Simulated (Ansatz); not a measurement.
# C3H10InN: the cost of one run

Program: Ansatz 0.2.0, Gaussian basis. Level of theory: the settings change from run to run. These are calculated values, not measurements.

2 further runs of the same task are left out: 2 for a known fault of the program. Runs told in other sessions of the task aren't counted.

### Step 1. The molecule

An earlier PBE0-D4 in a triple-zeta def2 set relaxation fixed the geometry. In takes a core potential in def2 sets; no spin-orbit term is included.

SMILES `CC(C)[NH][InH2]`, 15 atoms, charge 0, spin multiplicity 1.

Atoms are counted from 1 here; the program's logs count them from 0.

Bond lengths: C1–C2 1.515 Å, C1–H6 1.093 Å, C1–H7 1.095 Å, C1–H8 1.092 Å, C2–C3 1.524 Å, C2–N4 1.448 Å, C2–H9 1.103 Å, C3–H10 1.093 Å, C3–H11 1.094 Å, C3–H12 1.094 Å, N4–In5 2.016 Å, N4–H13 1.010 Å, In5–H14 1.708 Å, In5–H15 1.716 Å. Angles: C2–C1–H6 111.4°, C2–C1–H7 110.7°, C2–C1–H8 110.6°, H6–C1–H7 108.0°, H6–C1–H8 108.0°, H7–C1–H8 107.9°, C1–C2–C3 110.7°, C1–C2–N4 111.1°, C1–C2–H9 107.2°, C3–C2–N4 111.2°, C3–C2–H9 107.3°, N4–C2–H9 109.1°, C2–C3–H10 110.9°, C2–C3–H11 110.1°, C2–C3–H12 111.3°, H10–C3–H11 107.9°, H10–C3–H12 107.8°, H11–C3–H12 108.6° and more.

### Step 2. RPBE/def2-TZVP

This run has atoms shaken by 0.15 Å, high accuracy.

in.yaml

```yaml
crystal:
  periodic: [false, false, false]
  atoms:
    - {symbol: C, position_ang: [-0.967141, -0.884408, 0.718756]}
    - {symbol: C, position_ang: [0.262711, -0.165163, 0.563410]}
    - {symbol: C, position_ang: [1.631088, -0.889613, 0.222685]}
    - {symbol: N, position_ang: [0.182789, 1.146095, -0.302508]}
    - {symbol: In, position_ang: [-1.245391, 1.585026, -1.465071]}
    - {symbol: H, position_ang: [-2.147569, -0.481152, 0.853092]}
    - {symbol: H, position_ang: [-1.121399, -1.519011, -0.468885]}
    - {symbol: H, position_ang: [-0.619252, -1.506059, 1.749005]}
    - {symbol: H, position_ang: [0.594177, 0.195470, 1.647845]}
    - {symbol: H, position_ang: [2.538731, -0.061110, 0.253301]}
    - {symbol: H, position_ang: [1.651497, -1.349196, -0.688945]}
    - {symbol: H, position_ang: [1.670899, -1.429082, 1.065016]}
    - {symbol: H, position_ang: [0.972497, 1.694464, -0.307797]}
    - {symbol: H, position_ang: [-2.696110, 0.707874, -1.475342]}
    - {symbol: H, position_ang: [-0.769932, 2.763335, -2.453757]}
basis:
  gaussian: {orbitals: def2-TZVP}
hamiltonian: {xc: {name: RPBE}}
accuracy: high
output: {forces: true}
```

Launch:

```bash
$ ansatz run in.yaml --threads 4 --pin off --events-out ev --progress --plain --max-ram 11315MiB
```

What time and memory should one allow on 4 threads of Arm Neoverse V1, shared host?

About 22 s, with a peak of 1.6 GiB.
